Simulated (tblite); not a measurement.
# C5H10BNSSi: the cost of one run

Computed with tblite 0.8.0 and PySCF 2.14.0, with density-fitted response routines of our own, on a single molecule, in the gas phase or a continuum. Atoms count from 0, in the outputs and in this text.

### 1 The molecule as given

19 atoms, charge 0, multiplicity 1; geometry from: force field or distance geometry start.

Bonds of the start (Å): Si0–S1 2.15, S1–B2 1.90, B2–N3 1.56, N3–C4 1.36, C4–C5 1.40, C5–C6 1.40, C6–C7 1.40, C7–C8 1.40, C8–N3 1.36, Si0–H9 1.46, Si0–H10 1.48, Si0–H11 1.47, B2–H12 1.19, B2–H13 1.19, C4–H14 1.08, C5–H15 1.07, C6–H16 1.08, C7–H17 1.07, C8–H18 1.09.

### 2 Optimising the geometry with GFN2-xTB

What the job is given:

```
{"job": {"kind": "relax", "xc": "GFN2-xTB", "basis": "xTB"}, "charge": 0, "multiplicity": 1}
Si     2.954200     0.419300    -0.344200
S      2.112600    -1.433400    -1.051000
B      0.853300    -1.603200     0.367700
N     -0.338800    -0.622100     0.126400
C     -1.207300    -0.863100    -0.888700
C     -2.279200     0.007600    -1.133800
C     -2.447900     1.120500    -0.308700
C     -1.552100     1.349800     0.747500
C     -0.496200     0.452500     0.952700
H      4.094000     0.783500    -1.176500
H      1.928800     1.481100    -0.440100
H      3.381800     0.277300     1.054500
H      1.359600    -1.404800     1.431100
H      0.441200    -2.720900     0.374100
H     -1.081800    -1.710900    -1.544700
H     -2.962200    -0.175700    -1.935900
H     -3.270300     1.802400    -0.473700
H     -1.685600     2.198800     1.389200
H      0.186100     0.650400     1.773300
```

Run with:

```sh
$ OMP_NUM_THREADS=1 python probes_run.py task.json out
```

This one command runs all jobs of the session in turn.

**Question.** How long does this first job take on 1 thread of Arm Neoverse N1, shared host, and how much memory does it need?

About 1.4 s, with a peak of 0.18 GiB.
